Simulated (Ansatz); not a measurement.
# BrClZn, SMILES [Cl][Zn][Br]: harmonic frequencies at the relaxed geometry

Computed with Ansatz 0.2.0 through its Python package.

`freq_brclzn.py`:
```python
import itertools
import warnings

import ansatz as az
from ase.data import atomic_numbers, covalent_radii
import numpy as np

warnings.simplefilter("ignore", az.DeckWarning)

geometry = (
    az.Crystal.molecule()
    .atom("Cl", [-1.755, 0.7459, -0.8879])
    .atom("Zn", [0.0491, 0.1723, 0.0484])
    .atom("Br", [1.695, -0.9831, 0.8262])
)

setup = geometry.calculation().basis(gaussian="def2-SVP").functional("cam_b3lyp")
symbols = [site.symbol for site in geometry.cartesian_sites]
start = np.array([site.position_ang for site in geometry.cartesian_sites], dtype=float)
rep = setup.relax(force_tolerance=0.003).run(threads=1).report
end = np.array(rep["positions_ang"])

radius = [covalent_radii[atomic_numbers[s]] for s in symbols]
span = lambda where, i, j: np.linalg.norm(where[i] - where[j])
bonded = [(i, j) for i, j in itertools.combinations(range(len(symbols)), 2) if min(span(start, i, j), span(end, i, j)) < 1.2 * (radius[i] + radius[j])]
print("pair        before    after (A)")
for i, j in bonded:
    print(f"{symbols[i]}{i}-{symbols[j]}{j}".ljust(10), f"{span(start, i, j):8.4f} {span(end, i, j):8.4f}")

minimum = az.Crystal.molecule()
for symbol, place in zip(symbols, end):
    minimum = minimum.atom(symbol, place.tolist())
vibrating = (
    minimum.calculation()
    .basis(gaussian="def2-SVP")
    .functional("cam_b3lyp")
    .phonons(temperatures=(298.15, 498.15, 100))
)
vib = vibrating.run(threads=1).report["vibrations"]
sums = vib["harmonic_sums"]
modes = [m["omega_inv_cm"] for m in sums["modes_at_gamma"] if m["rigid_motion"] == "no"]
print("frequencies (1/cm):", " ".join(f"{w:.0f}" for w in modes))
print("imaginary modes:", sum(w < 0 for w in modes), " zero-point energy:", round(sums["zero_point_energy_ev"], 4), "eV")
print("T (K)   F_vib (eV)   S_vib (meV/K)   C_vib (meV/K)")
for row in zip(sums["temperatures_k"], sums["vibrational_free_energy_ev"], vib["entropy_ev_per_k"], vib["heat_capacity_ev_per_k"]):
    print(f"{row[0]:6.1f} {row[1]:11.4f} {1000 * row[2]:13.4f} {1000 * row[3]:15.4f}")
```

```console
$ python freq_brclzn.py
pair        before    after (A)
Cl0-Zn1      2.1120   2.0930
Zn1-Br2      2.1561   2.2208
frequencies (1/cm): 89 89 275 479
imaginary modes: 0  zero-point energy: 0.0578 eV
T (K)   F_vib (eV)   S_vib (meV/K)   C_vib (meV/K)
 298.1     -0.0069        0.4181          0.3005
 398.1     -0.0534        0.5077          0.3178
 498.1     -0.1079        0.5800          0.3268
```

The frequencies are harmonic and unscaled, in a modest basis. The result belongs to the one conformer reached from this start, and soft torsions count as harmonic oscillators. Wall time of the script: 58 s on 1 thread of Arm Neoverse V1 (shared host), peak memory 0.28 GiB.

(Lines on the test bed's own set-up are left out of the output.)
